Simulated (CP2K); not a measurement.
**A workflow on CHClFNOSi (SMILES O=C=N[SiH](F)Cl)**

Wanted: a geometry optimisation (singlet CHClFNOSi, GFN1-xTB), then energy and forces (triplet CHClFNOSi, GFN1-xTB), then a geometry optimisation (triplet CHClFNOSi, GFN1-xTB), then energy and gradient (singlet CHClFNOSi, GFN1-xTB) of CHClFNOSi. 

The results are computed with CP2K 2026.2.

1 further run of the same task is left out (set aside as unsound or not needed).

### Step 1. The structure to begin with

CHClFNOSi: 7 atoms, total charge 0, spin state singlet. As SMILES, `O=C=N[SiH](F)Cl`. The coordinates come from a PBE0-D4/def2-TZVP relaxation. This is one conformer, not always the lowest. The run starts from this shape.

Bond lengths: O1–C2 1.159 Å, C2–N3 1.198 Å, N3–Si4 1.686 Å, Si4–F5 1.581 Å, Si4–Cl6 2.029 Å, Si4–H7 1.466 Å. Angles: O1–C2–N3 177.6°, C2–N3–Si4 156.6°, N3–Si4–F5 108.1°, N3–Si4–Cl6 110.5°, F5–Si4–Cl6 108.3°, N3–Si4–H7 110.6°, F5–Si4–H7 109.0°, Cl6–Si4–H7 110.3°.

### Step 2. A structure relaxation at GFN1-xTB (run 1)

The input, gas.inp:

```
&GLOBAL
    PROJECT gas
    RUN_TYPE GEO_OPT
    PRINT_LEVEL LOW
&END GLOBAL

&FORCE_EVAL
    METHOD QS
    &DFT
        CHARGE 0
        MULTIPLICITY 1
        &QS
            METHOD XTB
            EPS_DEFAULT 1.0E-10
            &XTB
                GFN_TYPE TBLITE
                &TBLITE
                    METHOD GFN1
                &END TBLITE
                CHECK_ATOMIC_CHARGES F
            &END XTB
        &END QS
        &POISSON
            PERIODIC NONE
            POISSON_SOLVER ANALYTIC
        &END POISSON
        &SCF
            SCF_GUESS ATOMIC
            EPS_SCF 1.0E-06
            MAX_SCF 150
            ADDED_MOS 2
            &DIAGONALIZATION
                ALGORITHM STANDARD
            &END DIAGONALIZATION
            &MIXING
                METHOD DIRECT_P_MIXING
                ALPHA 0.4
            &END MIXING
            &SMEAR ON
                METHOD FERMI_DIRAC
                ELECTRONIC_TEMPERATURE [K] 300
            &END SMEAR
        &END SCF
        &PRINT
            &MOMENTS
                PERIODIC F
                REFERENCE COM
                MAX_MOMENT 1
            &END MOMENTS
            &MULLIKEN OFF
            &END MULLIKEN
            &HIRSHFELD OFF
            &END HIRSHFELD
        &END PRINT
    &END DFT
    &SUBSYS
        &CELL
            ABC [angstrom] 18.4 20.4 19.1
            PERIODIC NONE
        &END CELL
        &COORD
            SCALED T
            O    0.55893478   0.39237500   0.58175654
            C    0.54246739   0.43148284   0.54070419
            N    0.52546196   0.47014461   0.49639529
            Si   0.49972826   0.54333088   0.46367277
            F    0.56450543   0.57130637   0.41824346
            Cl   0.47914674   0.60762500   0.54224346
            H    0.43549457   0.53596324   0.41898691
        &END COORD
    &END SUBSYS
&END FORCE_EVAL

&MOTION
    &GEO_OPT
        OPTIMIZER LBFGS
        MAX_ITER 100
        MAX_FORCE 4.5E-04
        RMS_FORCE 3.0E-04
    &END GEO_OPT
    &PRINT
        &TRAJECTORY
            &EACH
                GEO_OPT 1
            &END EACH
        &END TRAJECTORY
        &FORCES ON
            &EACH
                GEO_OPT 1
            &END EACH
        &END FORCES
        &RESTART OFF
        &END RESTART
        &RESTART_HISTORY OFF
        &END RESTART_HISTORY
    &END PRINT
&END MOTION
```

Run with:

```sh
OMP_NUM_THREADS=1 cp2k.psmp -i gas.inp > gas.out 2>&1
```

The program printed:

```text
CP2K| version string:                                       CP2K version 2026.2
[...]
 GLOBAL| Method name                                                        CP2K
[...]
 GLOBAL| Run type                                                        GEO_OPT
[...]
                             - Atoms:                                          7
[...]
                             - Spherical basis functions:                     36
[...]
 Number of electrons:                                                         34
[...]
  *** SCF run converged in    15 steps ***
[...]
 ENERGY| Total FORCE_EVAL ( QS ) energy [hartree]            -22.001802313302989
[...]
 OPT| Step number                                                              1
[...]
 OPT| Total energy [hartree]                                      -22.0024056021
[...]
 OPT| Step number                                                             31
[...]
 OPT| Total energy [hartree]                                      -22.0054402864
[...]
 OPT| Step number                                                             32
[...]
 OPT| Total energy [hartree]                                      -22.0054415839
[...]
 ***                    GEOMETRY OPTIMIZATION COMPLETED                      ***
[...]
  *** SCF run converged in     1 steps ***
[...]
  Fermi energy:                                                -0.26668286283477
[...]
 TB_DIPOLE| Moment [Debye]         -1.95134815       1.87562940      -0.69230622
 TB_DIPOLE| Derivative [a.u.]       0.00000000       0.00000000       0.00000000
 ENERGY| Total FORCE_EVAL ( QS ) energy [hartree]            -22.005441583931610
[...]
```

It took 1.5 s on 1 thread of Arm Neoverse N1, shared host; peak memory 0.14 GiB.

Step by step:

```csv
step,energy from the first frame kept (eV),largest force (eV/Å)
1,0.0000,2.5557
3,-0.0252,0.4586
5,-0.0315,0.2212
7,-0.0401,0.5535
9,-0.0453,0.3389
11,-0.0484,0.2579
13,-0.0564,0.4457
15,-0.0631,0.3336
17,-0.0687,0.4823
19,-0.0715,0.1197
21,-0.0757,0.4126
23,-0.0812,0.2783
25,-0.0820,0.0799
27,-0.0824,0.0630
29,-0.0825,0.0248
31,-0.0826,0.1059
33,-0.0826,0.0253
```

After the run. Bond lengths: O1–C2 1.160 Å, C2–N3 1.190 Å, N3–Si4 1.723 Å, Si4–F5 1.584 Å, Si4–Cl6 1.993 Å, Si4–H7 1.432 Å. Angles: O1–C2–N3 180.0°, C2–N3–Si4 176.7°, N3–Si4–F5 106.4°, N3–Si4–Cl6 110.7°, F5–Si4–Cl6 110.1°, N3–Si4–H7 108.3°, F5–Si4–H7 106.5°, Cl6–Si4–H7 114.5°.

### Step 3. The triplet: energy and gradient at GFN1-xTB (run 2)

The input, qs.inp:

```
&FORCE_EVAL
  METHOD Quickstep
  &DFT
    CHARGE 0
    MULTIPLICITY 3
    LSD T
    ! Quickstep
    &QS
      METHOD XTB
      EPS_DEFAULT 1.0E-10
      &XTB
        GFN_TYPE TBLITE
        &TBLITE
          METHOD GFN1
        &END TBLITE
        CHECK_ATOMIC_CHARGES F
      &END XTB
    &END QS
    &POISSON
      PERIODIC NONE
      POISSON_SOLVER ANALYTIC
    &END POISSON
    ! SCF settings
    &SCF
      SCF_GUESS ATOMIC
      EPS_SCF 1.0E-06
      MAX_SCF 150
      ADDED_MOS 4
      &DIAGONALIZATION
        ALGORITHM STANDARD
      &END DIAGONALIZATION
      &MIXING
        METHOD DIRECT_P_MIXING
        ALPHA 0.4
      &END MIXING
      &SMEAR ON
        METHOD FERMI_DIRAC
        ELECTRONIC_TEMPERATURE [K] 300
      &END SMEAR
    &END SCF
    ! extra output
    &PRINT
      &MOMENTS
        PERIODIC F
        REFERENCE COM
        MAX_MOMENT 1
      &END MOMENTS
      &MO ON
        ENERGIES T
        OCCUPATION_NUMBERS T
        NDIGITS 6
        &EACH
          QS_SCF 0
        &END EACH
        ADD_LAST NUMERIC
      &END MO
      &HIRSHFELD OFF
      &END HIRSHFELD
    &END PRINT
  &END DFT
  &SUBSYS
    ! box in angstrom
    &CELL
      ABC [angstrom] 18.3 20.8 18.9
      PERIODIC NONE
    &END CELL
    &COORD
      SCALED T
      O    0.55774328   0.38379442   0.57731019
      C    0.54186071   0.43038250   0.54725638
      N    0.52555694   0.47820707   0.51646733
      Si   0.49677137   0.54609236   0.47232347
      F    0.56230104   0.56714548   0.42268981
      Cl   0.47330514   0.61620558   0.54047262
      H    0.43769896   0.52846635   0.42658717
    &END COORD
  &END SUBSYS
  ! extra output
  &PRINT
    &FORCES ON
    &END FORCES
  &END PRINT
&END FORCE_EVAL

&GLOBAL
  PROJECT_NAME qs
  RUN_TYPE ENERGY_FORCE
  PRINT_LEVEL MEDIUM
&END GLOBAL
```

Run with:

```sh
OMP_NUM_THREADS=1 cp2k.psmp qs.inp > qs.out
```

The program printed:

```text
CP2K| version string:                                       CP2K version 2026.2
[...]
 GLOBAL| Method name                                                        CP2K
[...]
 GLOBAL| Run type                                                   ENERGY_FORCE
[...]
                             - Atoms:                                          7
[...]
                             - Spherical basis functions:                     36
[...]
 Number of electrons:                                                         18
[...]
  *** SCF run converged in    17 steps ***
[...]
  Fermi energy:                                                -0.26668308986490
[...]
 TB_DIPOLE| Moment [Debye]         -1.95134367       1.87562803      -0.69230105
 TB_DIPOLE| Derivative [a.u.]       0.00000000       0.00000000       0.00000000
[...]
 ENERGY| Total FORCE_EVAL ( QS ) energy [hartree]            -22.005441584197367
 FORCES| Atomic forces [hartree/bohr]
 FORCES|   Atom     x               y               z               |f|
 FORCES|      1  2.04504867E-04 -3.19170553E-04  2.04805202E-04   4.30856418E-04
 FORCES|      2 -1.24804171E-04  3.82533375E-04 -2.82897954E-04   4.91873069E-04
 FORCES|      3 -1.11177422E-04 -1.12616883E-04  9.67947355E-05   1.85505262E-04
 FORCES|      4  2.41735334E-04 -9.94258916E-05 -1.42775442E-04   2.97836040E-04
 FORCES|      5  3.40977918E-05 -8.76814054E-05  2.66170254E-05   9.77709277E-05
 FORCES|      6 -9.33269617E-05  2.48090964E-04  2.17911531E-04   3.43139160E-04
 FORCES|      7 -1.51029439E-04 -1.17296062E-05 -1.20455098E-04   1.93537866E-04
 FORCES| Sum    -6.06882166E-17 -1.02023424E-16  2.68475563E-17
 FORCES| Total atomic force                                       1.21707149E-16
[...]
```

Run time: 0.44 s. Hardware: 1 thread of Arm Neoverse N1, shared host; peak memory 0.14 GiB.

### Step 4. The triplet: a geometry optimisation at GFN1-xTB (run 3)

The input, molecule.inp:

```
&GLOBAL
    PROJECT molecule
    RUN_TYPE GEO_OPT
    PRINT_LEVEL LOW
&END GLOBAL

&FORCE_EVAL
    METHOD Quickstep
    &DFT
        MULTIPLICITY 3
        SPIN_POLARIZED T
        # Quickstep
        &QS
            METHOD XTB
            EPS_DEFAULT 1.0E-10
            &XTB
                GFN_TYPE TBLITE
                &TBLITE
                    METHOD GFN1
                &END TBLITE
                CHECK_ATOMIC_CHARGES F
            &END XTB
        &END QS
        # no periodic images
        &POISSON
            PERIODIC NONE
            POISSON_SOLVER ANALYTIC
        &END POISSON
        &SCF
            SCF_GUESS ATOMIC
            EPS_SCF 1.0E-06
            MAX_SCF 150
            ADDED_MOS 4
            &DIAGONALIZATION
                ALGORITHM STANDARD
            &END DIAGONALIZATION
            &MIXING
                METHOD DIRECT_P_MIXING
                ALPHA 0.4
            &END MIXING
            &SMEAR ON
                METHOD FERMI_DIRAC
                ELECTRONIC_TEMPERATURE [K] 300
            &END SMEAR
        &END SCF
        &PRINT
            &MOMENTS
                PERIODIC F
                REFERENCE COM
                MAX_MOMENT 1
            &END MOMENTS
            &MULLIKEN OFF
            &END MULLIKEN
            &HIRSHFELD OFF
            &END HIRSHFELD
        &END PRINT
    &END DFT
    &SUBSYS
        # vacuum box
        &CELL
            ABC 18.3 20.8 18.9
            PERIODIC NONE
        &END CELL
        &COORD
            SCALED T
            O    0.55774328   0.38379442   0.57731019
            C    0.54186071   0.43038250   0.54725638
            N    0.52555694   0.47820707   0.51646733
            Si   0.49677137   0.54609236   0.47232347
            F    0.56230104   0.56714548   0.42268981
            Cl   0.47330514   0.61620558   0.54047262
            H    0.43769896   0.52846635   0.42658717
        &END COORD
    &END SUBSYS
&END FORCE_EVAL

&MOTION
    &GEO_OPT
        OPTIMIZER LBFGS
        MAX_ITER 100
        MAX_FORCE 4.5E-04
        RMS_FORCE 3.0E-04
    &END GEO_OPT
    &PRINT
        &TRAJECTORY
            &EACH
                GEO_OPT 1
            &END EACH
        &END TRAJECTORY
        &FORCES ON
            &EACH
                GEO_OPT 1
            &END EACH
        &END FORCES
        &RESTART OFF
        &END RESTART
        &RESTART_HISTORY OFF
        &END RESTART_HISTORY
    &END PRINT
&END MOTION
```

Run with:

```sh
OMP_NUM_THREADS=1 cp2k.psmp molecule.inp > molecule.out
```

The program printed:

```text
CP2K| version string:                                       CP2K version 2026.2
[...]
 GLOBAL| Method name                                                        CP2K
[...]
 GLOBAL| Run type                                                        GEO_OPT
[...]
                             - Atoms:                                          7
[...]
                             - Spherical basis functions:                     36
[...]
 Number of electrons:                                                         18
[...]
  *** SCF run converged in    17 steps ***
[...]
 ENERGY| Total FORCE_EVAL ( QS ) energy [hartree]            -22.005441584197367
[...]
 OPT| Step number                                                              1
[...]
 OPT| Total energy [hartree]                                      -22.0054417186
[...]
 OPT| Step number                                                              2
[...]
 OPT| Total energy [hartree]                                      -22.0054418917
[...]
 ***                    GEOMETRY OPTIMIZATION COMPLETED                      ***
[...]
  *** SCF run converged in     2 steps ***
[...]
  Fermi energy:                                                -0.26430322472764
[...]
 TB_DIPOLE| Moment [Debye]         -1.95119955       1.87747596      -0.69525198
 TB_DIPOLE| Derivative [a.u.]       0.00000000       0.00000000       0.00000000
 ENERGY| Total FORCE_EVAL ( QS ) energy [hartree]            -22.005441891726687
[...]
```

Run time: 0.64 s. Hardware: 1 thread of Arm Neoverse N1, shared host; peak memory 0.14 GiB.

### Step 5. Energy and forces at GFN1-xTB (run 4)

The input, job.inp:

```
&GLOBAL
  PROJECT_NAME job
  RUN_TYPE ENERGY_FORCE
  PRINT_LEVEL MEDIUM
&END
&FORCE_EVAL
  METHOD QUICKSTEP
  &DFT
    &QS
      METHOD XTB
      EPS_DEFAULT 1.0E-10
      &XTB
        GFN_TYPE TBLITE
        &TBLITE
          METHOD GFN1
        &END
        CHECK_ATOMIC_CHARGES F
      &END
    &END
    &POISSON
      PERIODIC NONE
      POISSON_SOLVER ANALYTIC
    &END
    &SCF
      SCF_GUESS ATOMIC
      EPS_SCF 1.0E-06
      MAX_SCF 150
      ADDED_MOS 2
      &DIAGONALIZATION
        ALGORITHM STANDARD
      &END
      &MIXING
        METHOD DIRECT_P_MIXING
        ALPHA 0.4
      &END
      &SMEAR ON
        METHOD FERMI_DIRAC
        ELECTRONIC_TEMPERATURE [K] 300
      &END
    &END
    &PRINT
      &MOMENTS
        PERIODIC F
        REFERENCE COM
        MAX_MOMENT 1
      &END
      &MO ON
        ENERGIES T
        OCCUPATION_NUMBERS T
        NDIGITS 6
        &EACH
          QS_SCF 0
        &END
        ADD_LAST NUMERIC
      &END
      &HIRSHFELD OFF
      &END
    &END
  &END
  ! atoms, cell and kinds
  &SUBSYS
    &CELL
      ABC 18.3 20.8 18.9
      PERIODIC NONE
    &END
    &COORD
      SCALED T
      O    0.55775000   0.38378877   0.57731169
      C    0.54186055   0.43038594   0.54724979
      N    0.52555421   0.47820560   0.51646656
      Si   0.49677984   0.54608935   0.47231735
      F    0.56230399   0.56714233   0.42268831
      Cl   0.47330399   0.61621123   0.54047661
      H    0.43769601   0.52846531   0.42658148
    &END
  &END
  ! extra output
  &PRINT
    &FORCES ON
    &END
  &END
&END
```

Run with:

```sh
OMP_NUM_THREADS=1 cp2k.psmp job.inp > job.out
```

The program printed:

```text
CP2K| version string:                                       CP2K version 2026.2
[...]
 GLOBAL| Method name                                                        CP2K
[...]
 GLOBAL| Run type                                                   ENERGY_FORCE
[...]
                             - Atoms:                                          7
[...]
                             - Spherical basis functions:                     36
[...]
 Number of electrons:                                                         34
[...]
  *** SCF run converged in    15 steps ***
[...]
  Fermi energy:                                                -0.26674020955186
[...]
 TB_DIPOLE| Moment [Debye]         -1.95120135       1.87747383      -0.69525239
 TB_DIPOLE| Derivative [a.u.]       0.00000000       0.00000000       0.00000000
[...]
 ENERGY| Total FORCE_EVAL ( QS ) energy [hartree]            -22.005441891602295
 FORCES| Atomic forces [hartree/bohr]
 FORCES|   Atom     x               y               z               |f|
 FORCES|      1  7.33212463E-05  1.13257894E-04 -5.26093912E-05   1.44814032E-04
 FORCES|      2  6.27184760E-05 -2.37128630E-04  8.89047064E-05   2.60897760E-04
 FORCES|      3 -1.54141135E-04  5.23720810E-05 -4.27246147E-06   1.62851400E-04
 FORCES|      4  1.10120084E-04 -5.61150261E-06 -6.80045325E-05   1.29547437E-04
 FORCES|      5  7.81743838E-05 -7.27590400E-05 -3.74759952E-06   1.06860454E-04
 FORCES|      6 -6.05676942E-05  1.47677667E-04  1.29167483E-04   2.05332359E-04
 FORCES|      7 -1.09625361E-04  2.19153024E-06 -8.94382043E-05   1.41498109E-04
 FORCES| Sum     1.72117095E-18 -1.67260208E-16 -1.24046281E-16
 FORCES| Total atomic force                                       2.08246055E-16
[...]
```

Run time: 0.42 s. Hardware: 1 thread of Arm Neoverse N1, shared host; peak memory 0.14 GiB.

### Step 6. Results

```
                                                  quantity                                   value
                  run 1, GFN1-xTB: total energy at the end                            -22.00544 Eh
run 1, GFN1-xTB: dipole moment (from atomic charges alone)                                  2.79 D
run 4, GFN1-xTB: dipole moment (from atomic charges alone)                                  2.80 D
                              run 4, GFN1-xTB: HOMO energy                               -12.84 eV
                              run 4, GFN1-xTB: LUMO energy                                -6.38 eV
                            run 4, GFN1-xTB: HOMO–LUMO gap                                 6.46 eV
                 run 4, GFN1-xTB: largest force on an atom                              0.013 eV/Å
                                            triplet, run 2  no result (the spin typed was ignored)
                                            triplet, run 3  no result (the spin typed was ignored)
```

**Reading.** The dipole (run 1, GFN1-xTB) comes from point charges on the atoms alone, without atomic dipoles, so it is partial. The optimisation (run 1, GFN1-xTB) took 32 steps and changed the energy by -0.099 eV. The dipole (run 4, GFN1-xTB) comes from point charges on the atoms alone, without atomic dipoles, so it is partial. 2 of the 4 runs ended normally but are set aside, since settings or state are in doubt.
